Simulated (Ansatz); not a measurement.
# Cs3Bi: short molecular dynamics of a 4-atom cell

How do the atoms of Cs3Bi (BiF3 type) move when started on their sites? Runs: r2SCAN, 40 steps of 2 fs at constant energy, with velocities drawn for 800 K; PBEsol, 20 steps of 1.5 fs under a Langevin thermostat and barostat at 800 K. The cell is a 1×1×1 supercell of the structure relaxed with r2SCAN.

Program: Ansatz 0.2.0. Level of theory: DFT, plane waves, PAW, no spin polarisation. These are calculated values, not measurements.

### Step 1. The starting structure

The cell holds 4 atoms (BiCs3): a = 6.619 Å, b = 6.619 Å, c = 6.619 Å, α = 60.00°, β = 60.00°, γ = 60.00°.

As a file:

```cif
data_structure
_symmetry_space_group_name_H-M 'P 1'
_symmetry_Int_Tables_number 1
_cell_length_a 6.6188
_cell_length_b 6.6188
_cell_length_c 6.6188
_cell_angle_alpha 60.000
_cell_angle_beta 60.000
_cell_angle_gamma 60.000
_cell_volume 205.04
loop_
_atom_site_label
_atom_site_type_symbol
_atom_site_fract_x
_atom_site_fract_y
_atom_site_fract_z
_atom_site_occupancy
Cs1 Cs 0.25000 0.25000 0.25000 1
Cs2 Cs 0.75000 0.75000 0.75000 1
Cs3 Cs 0.50000 0.50000 0.50000 1
Bi1 Bi 0.00000 0.00000 0.00000 1
```

### Step 2. Run 1: r2SCAN

Input file input.yaml:

```yaml
crystal:
  lattice:
    - [0.0, 4.6802265268, 4.6802265268]
    - [4.6802265268, 0.0, 4.6802265268]
    - [4.6802265268, 4.6802265268, 0.0]
  atoms:
    - { symbol: Cs, position: [0.25, 0.25, 0.25] }
    - { symbol: Cs, position: [0.75, 0.75, 0.75] }
    - { symbol: Cs, position: [0.5, 0.5, 0.5] }
    - { symbol: Bi, position: [0.0, 0.0, 0.0] }
kpoints:
  mp_grid: { grid: [2, 2, 2] }
hamiltonian:
  xc: r2scan
scf:
  occupations: { method: fermi_dirac, width: 0.069 }
md:
  ensemble: nve
  temperature: 800
  timestep: 2.0
  n_steps: 40
  initial_velocities: maxwell_boltzmann
  seed: 9622
```

On the command line:

```console
$ ansatz run input.yaml --threads 4 --pin off --max-ram 3686MiB --backend cpu --events-out ev --progress --plain --runs-dir out
```

The log of the run, shortened:

```text
Warning: md: disabling space-group detection — thermal motion breaks the input geometry's symmetry, so no spatial operation reduces the k-mesh or symmetrises the density; time reversal is kept, so that k and −k are solved as one point where they differ and the mesh holds both, and exact [...]
Warning: RAYON_NUM_THREADS=4 ignored (pool sized by the plan → 4); use --threads N
[...]
Pseudopotentials: kind: paw
Pseudopotential: Cs, paw, valence charge 9, recommended cutoff 500 eV (meta_gga), Cs.paw.azcp
Pseudopotential: Bi, paw, valence charge 15, recommended cutoff 500 eV (meta_gga), Bi.paw.azcp
Functional definition: r2SCAN
[...]
Crystal: 4 atoms, lattice volume = 205.036 Å³
Basis set: ecut = 500 eV, 5161 PW (Γ), exchange–correlation on 200×200×200 points (64 copies of the dense FFT grid, shifted against one another)
Bands: 26, of which v1, the nominal top of the filled ones, is band 21 counted from 1 (20 counted from 0)
Symmetry: 1 space group operations
k-points: 8
[...]
SCF iter   1: F=—  HF=-29470.683121 eV  |F-HF|=—  |Δ(HF+E_count)|=         —  Δρ=5.81e-3  dr2=2.98e-1  dr2_τ=3.51e-3  ethr=1.77e-3  ⟨swp⟩=6.8  Hψ=1114  notcnv=0
[...]
md step     0: t =     0.00 fs  T =   800.0 K  F+E_penalty+E_count = -29470.63043941 eV  E_kin = 0.310224 eV  conserved = -29470.32021541 eV  (8 SCF iters)
[...]
md step    10: t =    20.00 fs  T =   774.2 K  F+E_penalty+E_count = -29470.62044346 eV  E_kin = 0.300231 eV  conserved = -29470.32021205 eV  (7 SCF iters)
[...]
md step    20: t =    40.00 fs  T =   700.3 K  F+E_penalty+E_count = -29470.59177776 eV  E_kin = 0.271568 eV  conserved = -29470.32021023 eV  (7 SCF iters)
[...]
md step    30: t =    60.00 fs  T =   588.0 K  F+E_penalty+E_count = -29470.54822316 eV  E_kin = 0.228017 eV  conserved = -29470.32020607 eV  (7 SCF iters)
[...]
md step    39: t =    78.00 fs  T =   468.0 K  F+E_penalty+E_count = -29470.50167184 eV  E_kin = 0.181470 eV  conserved = -29470.32020177 eV  (2 SCF iters)
[...]
md step    40: t =    80.00 fs  T =   454.3 K  F+E_penalty+E_count = -29470.49636296 eV  E_kin = 0.176162 eV  conserved = -29470.32020104 eV  (7 SCF iters)
[...]
SCF iter   2: F=-29470.496363 eV  HF=-29470.496363 eV  |F-HF|=5.82e-11  |Δ(HF+E_count)|=  3.17e-10  Δρ=4.03e-7  dr2=5.19e-10  dr2_τ=7.50e-12  ethr=4.01e-12  ⟨swp⟩=4.0  Hψ=607  notcnv=0
[...]
SCF converged after 2 iterations
Free energy (F): -29470.496363 eV
[...]
E sigma→0 (E₀):  -29470.495497 eV
Entropy (-TS):   -0.001731 eV (-0.433 meV/atom)
Fermi energy:    6.496322 eV
[...]
--- Forces (eV/Å), atoms counted from 1 ---
  atom   1  Cs     0.24729458    -0.02844672    -0.29626926
  atom   2  Cs    -0.18724673    -0.39335738     0.19035535
  atom   3  Cs     0.05212649     0.15343037    -0.02310013
  atom   4  Bi    -0.11218406     0.26836283     0.12901550
[...]
--- MD trajectory: 40 steps, t = 0.0 → 80.0 fs ---
  final state: T = 454.3 K   F+E_penalty+E_count = -29470.49636296 eV   E_kin = 0.176162 eV
  conserved energy: peak-to-peak 1.437e-5 eV (3.593e-6 eV/atom) over 80.0 fs
```

Run time: 3 min. Hardware: 4 threads of Arm Neoverse N1, shared host; peak memory 1.1 GiB.

### Step 3. The trajectory

One step in 3; energies are changes from step 0; msd is the mean square displacement from the start, the centre of mass held:

```tsv
time (fs)	T (K)	potential energy change (meV/atom)	total energy change (meV/atom)	msd Cs (Å²)	msd Bi (Å²)
0.0	800	0.0	0.00	0.000	0.000
6.0	798	0.2	0.00	0.000	0.000
12.0	791	0.9	0.00	0.002	0.001
18.0	779	2.0	0.00	0.004	0.002
24.0	763	3.6	0.00	0.006	0.004
30.0	743	5.5	0.00	0.010	0.006
36.0	719	7.9	0.00	0.014	0.009
42.0	691	10.6	0.00	0.019	0.012
48.0	659	13.6	0.00	0.024	0.016
54.0	625	17.0	0.00	0.030	0.020
60.0	588	20.6	0.00	0.036	0.024
66.0	549	24.3	0.00	0.043	0.029
72.0	509	28.2	0.00	0.049	0.034
78.0	468	32.2	0.00	0.056	0.040
80.0	454	33.5	0.00	0.059	0.042
```

time (fs), T (K) and a bar:
```
      0.0        800 ##############################
      4.0        799 ##############################
      6.0        798 ##############################
     10.0        794 #############################
     14.0        787 #############################
     18.0        779 ############################
     20.0        774 ############################
     24.0        763 ###########################
     28.0        750 ##########################
     32.0        735 ########################
     34.0        727 ########################
     38.0        710 ######################
     42.0        691 #####################
     46.0        670 ###################
     48.0        659 ##################
     52.0        637 ################
     56.0        613 ##############
     60.0        588 ############
     62.0        575 ##########
     66.0        549 ########
     70.0        522 ######
     74.0        495 ####
     76.0        482 ##
     80.0        454
```

### Step 4. Snapshots as a file

Extended XYZ, with forces in eV/Å:

```xyz
4
Lattice="0.000 4.680 4.680 4.680 0.000 4.680 4.680 4.680 0.000" Properties=species:S:1:pos:R:3:forces:R:3 pbc="T T T" time_fs=10.0 T=794 dE=0.0025
Cs    2.316    2.328    2.368    0.035    0.014   -0.042
Cs    7.032    7.054    7.011   -0.019   -0.052    0.016
Cs    4.662    4.670    4.688   -0.004    0.016    0.009
Bi    0.020   -0.007   -0.017   -0.013    0.022    0.018
4
Lattice="0.000 4.680 4.680 4.680 0.000 4.680 4.680 4.680 0.000" Properties=species:S:1:pos:R:3:forces:R:3 pbc="T T T" time_fs=20.0 T=774 dE=0.0100
Cs    2.292    2.316    2.396    0.069    0.021   -0.084
Cs    7.043    7.087    7.001   -0.039   -0.104    0.034
Cs    4.644    4.659    4.696   -0.005    0.033    0.015
Bi    0.039   -0.013   -0.034   -0.025    0.050    0.034
4
Lattice="0.000 4.680 4.680 4.680 0.000 4.680 4.680 4.680 0.000" Properties=species:S:1:pos:R:3:forces:R:3 pbc="T T T" time_fs=30.0 T=743 dE=0.0222
Cs    2.269    2.304    2.424    0.102    0.024   -0.124
Cs    7.054    7.119    6.992   -0.061   -0.156    0.056
Cs    4.625    4.649    4.704   -0.004    0.051    0.018
Bi    0.059   -0.020   -0.050   -0.037    0.081    0.050
4
Lattice="0.000 4.680 4.680 4.680 0.000 4.680 4.680 4.680 0.000" Properties=species:S:1:pos:R:3:forces:R:3 pbc="T T T" time_fs=40.0 T=700 dE=0.0387
Cs    2.246    2.292    2.450    0.134    0.020   -0.162
Cs    7.064    7.150    6.983   -0.085   -0.207    0.079
Cs    4.607    4.639    4.713    0.001    0.070    0.017
Bi    0.078   -0.026   -0.067   -0.050    0.117    0.066
4
Lattice="0.000 4.680 4.680 4.680 0.000 4.680 4.680 4.680 0.000" Properties=species:S:1:pos:R:3:forces:R:3 pbc="T T T" time_fs=50.0 T=648 dE=0.0589
Cs    2.225    2.281    2.475    0.164    0.013   -0.199
Cs    7.074    7.179    6.974   -0.109   -0.257    0.105
Cs    4.589    4.630    4.721    0.009    0.090    0.012
Bi    0.097   -0.031   -0.083   -0.064    0.154    0.082
4
Lattice="0.000 4.680 4.680 4.680 0.000 4.680 4.680 4.680 0.000" Properties=species:S:1:pos:R:3:forces:R:3 pbc="T T T" time_fs=60.0 T=588 dE=0.0822
Cs    2.205    2.269    2.499    0.194    0.001   -0.234
Cs    7.083    7.207    6.967   -0.135   -0.305    0.133
Cs    4.571    4.621    4.729    0.020    0.111    0.004
Bi    0.116   -0.036   -0.099   -0.079    0.193    0.098
4
Lattice="0.000 4.680 4.680 4.680 0.000 4.680 4.680 4.680 0.000" Properties=species:S:1:pos:R:3:forces:R:3 pbc="T T T" time_fs=70.0 T=522 dE=0.1076
Cs    2.186    2.257    2.521    0.222   -0.013   -0.267
Cs    7.091    7.233    6.960   -0.161   -0.351    0.161
Cs    4.553    4.613    4.738    0.035    0.132   -0.008
Bi    0.134   -0.040   -0.114   -0.095    0.231    0.114
4
Lattice="0.000 4.680 4.680 4.680 0.000 4.680 4.680 4.680 0.000" Properties=species:S:1:pos:R:3:forces:R:3 pbc="T T T" time_fs=80.0 T=454 dE=0.1341
Cs    2.168    2.246    2.542    0.247   -0.028   -0.296
Cs    7.098    7.255    6.955   -0.187   -0.393    0.190
Cs    4.535    4.606    4.746    0.052    0.153   -0.023
Bi    0.152   -0.043   -0.129   -0.112    0.268    0.129
```

### Step 5. Run 2: PBEsol

input.yaml: that of step 2 with these lines changed.

```diff
@@ -13,3 +13,3 @@
 hamiltonian:
-  xc: r2scan
+  xc: pbesol
 scf:
@@ -17,7 +17,7 @@
 md:
-  ensemble: nve
+  ensemble: npt_langevin
   temperature: 800
-  timestep: 2.0
-  n_steps: 40
+  timestep: 1.5
+  n_steps: 20
   initial_velocities: maxwell_boltzmann
-  seed: 9622
+  seed: 7788
```

On the command line:

```console
$ ansatz run input.yaml --threads 4 --pin off --max-ram 3686MiB --backend cpu --events-out ev --progress --plain --runs-dir out
```

The log of the run, shortened:

```text
Warning: md: disabling space-group detection — thermal motion breaks the input geometry's symmetry, so no spatial operation reduces the k-mesh or symmetrises the density; time reversal is kept, so that k and −k are solved as one point where they differ and the mesh holds both, and exact [...]
Warning: RAYON_NUM_THREADS=4 ignored (pool sized by the plan → 4); use --threads N
[...]
[... 1 set-up line as earlier in the session ...]
Pseudopotential: Cs, paw, valence charge 9, recommended cutoff 420 eV (normal), Cs.paw.azcp
Pseudopotential: Bi, paw, valence charge 15, recommended cutoff 420 eV (normal), Bi.paw.azcp
Functional definition: PBEsol
[...]
Crystal: 4 atoms, lattice volume = 205.036 Å³
Basis set: ecut = 420 eV (smoothed over ±3.0 %; plane waves to 437.0 eV, density to 1747.9 eV), 4279 PW (Γ), exchange–correlation on 96×96×96 points (8 copies of the dense FFT grid, shifted against one another)
Bands: 26, of which v1, the nominal top of the filled ones, is band 21 counted from 1 (20 counted from 0)
[... 1 set-up line as earlier in the session ...]
k-points: 8
[...]
md step     2: t =     3.00 fs  T =   793.2 K  F+E_penalty+E_count = -29000.63488274 eV  E_kin = 0.410109 eV  conserved = -29000.69183626 eV  P_inst = -0.0339 GPa  V = 204.9784 Å³  selection 1  (5 SCF iters)
[...]
md step     4: t =     6.00 fs  T =   892.7 K  F+E_penalty+E_count = -29000.63383979 eV  E_kin = 0.461556 eV  conserved = -29000.69183849 eV  P_inst = -0.0088 GPa  V = 205.0573 Å³  selection 1  (5 SCF iters)
[...]
md step     6: t =     9.00 fs  T =   792.5 K  F+E_penalty+E_count = -29000.63269264 eV  E_kin = 0.409743 eV  conserved = -29000.69183709 eV  P_inst = -0.0217 GPa  V = 204.7434 Å³  selection 1  (4 SCF iters)
[...]
md step     7: t =    10.50 fs  T =   723.0 K  F+E_penalty+E_count = -29000.63195600 eV  E_kin = 0.373842 eV  conserved = -29000.69183602 eV  P_inst = -0.0319 GPa  V = 204.5557 Å³  selection 1  (4 SCF iters)
[...]
md step     8: t =    12.00 fs  T =   640.3 K  F+E_penalty+E_count = -29000.63121109 eV  E_kin = 0.331060 eV  conserved = -29000.69183245 eV  P_inst = -0.0442 GPa  V = 204.3307 Å³  selection 1  (4 SCF iters)
[...]
SCF iter   1: F=—  HF=-29000.630392 eV  |F-HF|=—  |Δ(HF+E_count)|=         —  Δρ=1.55e-5  dr2=8.43e-7  ethr=3.99e-8  ⟨swp⟩=3.4  Hψ=721  notcnv=0  defer=2
[...]
```

### Step 6. The log goes on: npt_langevin at 800 K

The log, continued, shortened:

```text
SCF iter   2: F=—  HF=-29000.630331 eV  |F-HF|=—  |Δ(HF+E_count)|=   6.12e-5  Δρ=6.48e-6  dr2=1.50e-7  ethr=2.01e-9  ⟨swp⟩=2.1  Hψ=348  notcnv=0  defer=2
[...]
md step     9: t =    13.50 fs  T =   699.6 K  F+E_penalty+E_count = -29000.63033126 eV  E_kin = 0.361721 eV  conserved = -29000.69183338 eV  P_inst = -0.0187 GPa  V = 204.1274 Å³  selection 1  (4 SCF iters)
[...]
md step    12: t =    18.00 fs  T =   736.6 K  F+E_penalty+E_count = -29000.62654398 eV  E_kin = 0.380871 eV  conserved = -29000.69183088 eV  P_inst = 0.0105 GPa  V = 203.7917 Å³  selection 1  (4 SCF iters)
[...]
md step    15: t =    22.50 fs  T =   677.3 K  F+E_penalty+E_count = -29000.62178388 eV  E_kin = 0.350210 eV  conserved = -29000.69182640 eV  P_inst = -0.0054 GPa  V = 203.9570 Å³  selection 1  (4 SCF iters)
[...]
Fermi energy:    6.183662 eV
[...]
--- Forces (eV/Å), atoms counted from 1 ---
  atom   1  Cs    -0.15461683     0.06912619    -0.00177145
  atom   2  Cs     0.01880217     0.03033021     0.13014365
  atom   3  Cs     0.06532543    -0.06106115    -0.07957151
  atom   4  Bi     0.07048795    -0.03839984    -0.04880513
[...]
--- Stress (GPa, compression-positive) ---
       -0.204174       0.010131      -0.035384
        0.010131      -0.188797       0.089697
       -0.035384       0.089697      -0.203736
  P = ⅓ Tr σ = -0.1989 GPa (-1.989 kbar)
--- MD trajectory: 20 steps, t = 0.0 → 30.0 fs ---
  final state: T = 848.5 K   F+E_penalty+E_count = -29000.61193140 eV   E_kin = 0.438684 eV
  conserved energy: peak-to-peak 1.340e-5 eV (3.350e-6 eV/atom) over 30.0 fs
  cell: V = 204.5896 Å³ at the end; means of 21 rows, the approach among them: V = 204.3967 Å³, P_inst = -0.0144 GPa
  mean static stress (GPa): xx -0.2150  yy -0.2086  zz -0.2169  yz 0.0400  xz -0.0189  xy 0.0126
  the result is of one more SCF, on plane waves selected at the last cell: its energy does not rank with the rows'
```

Run time: 25 s. Hardware: 4 threads of Arm Neoverse N1, shared host; peak memory 0.58 GiB.

### Step 7. The trajectory

One step in 2; energies are changes from step 0; msd is the mean square displacement from the start, the centre of mass held:

```tsv
time (fs)	T (K)	potential energy change (meV/atom)	conserved energy change (meV/atom)	volume (Å³/atom)	pressure (GPa)	msd Cs (Å²)	msd Bi (Å²)
0.0	600	0.0	0.00	51.26	-0.1	0.000	0.000
3.0	793	0.0	0.00	51.24	0.0	0.000	0.000
6.0	893	0.3	0.00	51.26	0.0	0.001	0.000
9.0	792	0.6	0.00	51.19	0.0	0.001	0.001
12.0	640	1.0	0.00	51.08	0.0	0.002	0.001
15.0	663	1.5	0.00	50.99	0.0	0.003	0.002
18.0	737	2.1	0.00	50.95	0.0	0.004	0.003
21.0	634	2.9	0.00	50.98	0.0	0.006	0.003
24.0	735	3.8	0.00	51.00	0.0	0.007	0.004
27.0	812	4.7	0.00	51.05	0.0	0.008	0.006
30.0	848	5.8	0.00	51.15	0.0	0.010	0.007
```

time (fs), T (K) and a bar:
```
      0.0        600 
      1.5        705 ###########
      3.0        793 ####################
      4.5        754 ################
      6.0        893 ##############################
      7.5        828 #######################
      9.0        792 ####################
     10.5        723 #############
     12.0        640 ####
     13.5        700 ##########
     15.0        663 ######
     16.5        747 ###############
     18.0        737 ##############
     19.5        671 #######
     21.0        634 ####
     22.5        677 ########
     24.0        735 ##############
     25.5        791 ####################
     27.0        812 ######################
     28.5        731 #############
     30.0        848 #########################
```

### Step 8. Positions and forces

Extended XYZ, with forces in eV/Å:

```xyz
4
Lattice="0.000 4.680 4.680 4.680 0.000 4.680 4.680 4.680 0.000" Properties=species:S:1:pos:R:3:forces:R:3 pbc="T T T" time_fs=3.0 T=793 dE=0.0002
Cs    2.352    2.334    2.338   -0.015    0.009    0.001
Cs    7.020    7.021    7.007    0.000    0.000    0.016
Cs    4.675    4.680    4.683    0.008   -0.005   -0.009
Bi   -0.003    0.005    0.004    0.007   -0.004   -0.008
4
Lattice="0.000 4.680 4.680 4.680 0.000 4.680 4.680 4.680 0.000" Properties=species:S:1:pos:R:3:forces:R:3 pbc="T T T" time_fs=7.5 T=828 dE=0.0018
Cs    2.370    2.325    2.335   -0.038    0.021    0.001
Cs    7.016    7.019    6.983    0.005    0.002    0.043
Cs    4.671    4.681    4.688    0.017   -0.013   -0.023
Bi   -0.008    0.014    0.009    0.017   -0.010   -0.020
4
Lattice="0.000 4.675 4.675 4.675 0.000 4.675 4.675 4.675 0.000" Properties=species:S:1:pos:R:3:forces:R:3 pbc="T T T" time_fs=12.0 T=640 dE=0.0039
Cs    2.388    2.311    2.330   -0.064    0.034    0.002
Cs    7.005    7.010    6.958    0.010    0.003    0.066
Cs    4.662    4.676    4.687    0.028   -0.021   -0.038
Bi   -0.014    0.019    0.017    0.027   -0.015   -0.030
4
Lattice="0.000 4.672 4.672 4.672 0.000 4.672 4.672 4.672 0.000" Properties=species:S:1:pos:R:3:forces:R:3 pbc="T T T" time_fs=15.0 T=663 dE=0.0058
Cs    2.399    2.304    2.329   -0.081    0.040    0.002
Cs    6.999    7.004    6.945    0.011    0.004    0.080
Cs    4.656    4.670    4.688    0.035   -0.026   -0.046
Bi   -0.018    0.022    0.024    0.034   -0.017   -0.036
4
Lattice="0.000 4.671 4.671 4.671 0.000 4.671 4.671 4.671 0.000" Properties=species:S:1:pos:R:3:forces:R:3 pbc="T T T" time_fs=18.0 T=737 dE=0.0085
Cs    2.412    2.297    2.328   -0.097    0.046    0.004
Cs    6.996    7.000    6.936    0.012    0.005    0.093
Cs    4.651    4.666    4.692    0.043   -0.031   -0.056
Bi   -0.021    0.028    0.033    0.042   -0.020   -0.041
4
Lattice="0.000 4.672 4.672 4.672 0.000 4.672 4.672 4.672 0.000" Properties=species:S:1:pos:R:3:forces:R:3 pbc="T T T" time_fs=22.5 T=677 dE=0.0133
Cs    2.434    2.291    2.331   -0.118    0.053    0.005
Cs    7.000    6.996    6.931    0.013    0.011    0.110
Cs    4.651    4.664    4.704    0.052   -0.040   -0.067
Bi   -0.020    0.037    0.044    0.053   -0.025   -0.048
4
Lattice="0.000 4.674 4.674 4.674 0.000 4.674 4.674 4.674 0.000" Properties=species:S:1:pos:R:3:forces:R:3 pbc="T T T" time_fs=27.0 T=812 dE=0.0189
Cs    2.459    2.283    2.336   -0.140    0.061    0.001
Cs    7.003    6.988    6.927    0.016    0.023    0.124
Cs    4.656    4.662    4.712    0.060   -0.052   -0.075
Bi   -0.019    0.045    0.052    0.064   -0.032   -0.050
4
Lattice="0.000 4.677 4.677 4.677 0.000 4.677 4.677 4.677 0.000" Properties=species:S:1:pos:R:3:forces:R:3 pbc="T T T" time_fs=30.0 T=848 dE=0.0232
Cs    2.476    2.276    2.338   -0.155    0.069   -0.002
Cs    7.008    6.984    6.928    0.019    0.030    0.130
Cs    4.663    4.662    4.719    0.065   -0.061   -0.080
Bi   -0.020    0.051    0.055    0.070   -0.038   -0.049
```

### Step 9. What came out

| quantity | value |
| --- | --- |
| run 1: length | 40 steps of 2 fs |
| run 1: temperature, first and last step | 800 and 454 K |
| run 1: temperature, second half | mean 584 K, from 454 to 700 K |
| run 1: potential energy, second half | +21 meV/atom from this run's first step |
| run 1: largest change of the total energy | 0.00 meV/atom |
| run 1: mean square displacement, second half | Cs 0.037, Bi 0.025 Å² |
| run 2: length | 20 steps of 1.5 fs |
| run 2: temperature, first and last step | 600 and 848 K |
| run 2: temperature, second half | mean 732 K, from 634 to 848 K |
| run 2: potential energy, second half | +3 meV/atom from this run's first step |
| run 2: largest change of the conserved energy | 0.00 meV/atom |
| run 2: volume, first and last step | 51.26 and 51.15 Å³/atom |
| run 2: mean square displacement, second half | Cs 0.006, Bi 0.004 Å² |

Run 1: The temperature starts at 800 K and averages 584 K in the second half, where it still falls, from 700 to 454 K. The total energy strays from its start by at most 0.00 meV/atom, under 0.1 % of the mean kinetic energy, which is good for a step of 2 fs. The farthest move is 0.28 Å, against a mean nearest distance of 4.1 Å at the start: no atom has changed site so far. Run 2: Against a set 800 K the second half averages 732 K with a spread of 64 K (in equilibrium 4 atoms would scatter by about 327 K, over a far longer run). The conserved energy strays from its start by at most 0.00 meV/atom, under 0.1 % of the mean kinetic energy, which is good for a step of 1.5 fs. No atom gets farther than 0.13 Å from its start, with the drift of the whole removed, against a typical distance of 4.1 Å between sites at the start. The volume changes by -0.2 % from first to last step, and is still moving at the end, so it is no equilibrium value. Averages from a run of 80 fs with 4 atoms are rough.
